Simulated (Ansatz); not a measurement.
# LuAs: the cost of one run

Method: reference: DFT, HSE06, plane waves, PAW, in Ansatz 0.2.0.

8 further runs of the same task are left out: 1 for a known fault of the program, 7 that didn't finish.

**1. The structure to begin with**

Symmetry: Pm-3m, No. 221, cubic system. Conventional cell: a = 3.495 Å, b = 3.495 Å, c = 3.495 Å, α = 90.00°, β = 90.00°, γ = 90.00°. Around Lu (site symmetry m-3m) lie 8 As at 3.03 Å. Around As (site symmetry m-3m) lie 8 Lu at 3.03 Å.

As a file:

```cif
data_structure
_symmetry_space_group_name_H-M 'P 1'
_symmetry_Int_Tables_number 1
_cell_length_a 3.4948
_cell_length_b 3.4948
_cell_length_c 3.4948
_cell_angle_alpha 90.000
_cell_angle_beta 90.000
_cell_angle_gamma 90.000
_cell_volume 42.69
loop_
_atom_site_label
_atom_site_type_symbol
_atom_site_fract_x
_atom_site_fract_y
_atom_site_fract_z
_atom_site_occupancy
Lu1 Lu 0.00000 0.00000 0.00000 1
As1 As 0.50000 0.50000 0.50000 1
```

**2. The reference run**

input.yaml

```yaml
crystal:
  lattice:
    - [3.4948490998, 0.0, 0.0]
    - [0.0, 3.4948490998, 0.0]
    - [0.0, 0.0, 3.4948490998]
  atoms:
    - { symbol: Lu, position: [0.0, 0.0, 0.0] }
    - { symbol: As, position: [0.5, 0.5, 0.5] }
kpoints:
  mp_grid: { grid: [4, 4, 4] }
hamiltonian:
  xc: hse06
scf:
  occupations: { method: fermi_dirac, width: 0.02 }
  n_extra_bands: 4
output:
  forces: true
  stress: true
  eigenvalues: true
  write_density: true
  write_potential: true
  elf: true
  volumetric_format: npy
```

On the command line:

```console
$ ansatz run input.yaml --threads 4 --pin off --max-ram 3686MiB --backend cpu --events-out ev --progress --plain --runs-dir out
```

**Question.** How long does this run take on 4 threads of an x86-64 CPU, shared host, and how much memory does it need?

About 55 s, with a peak of 0.8 GiB.
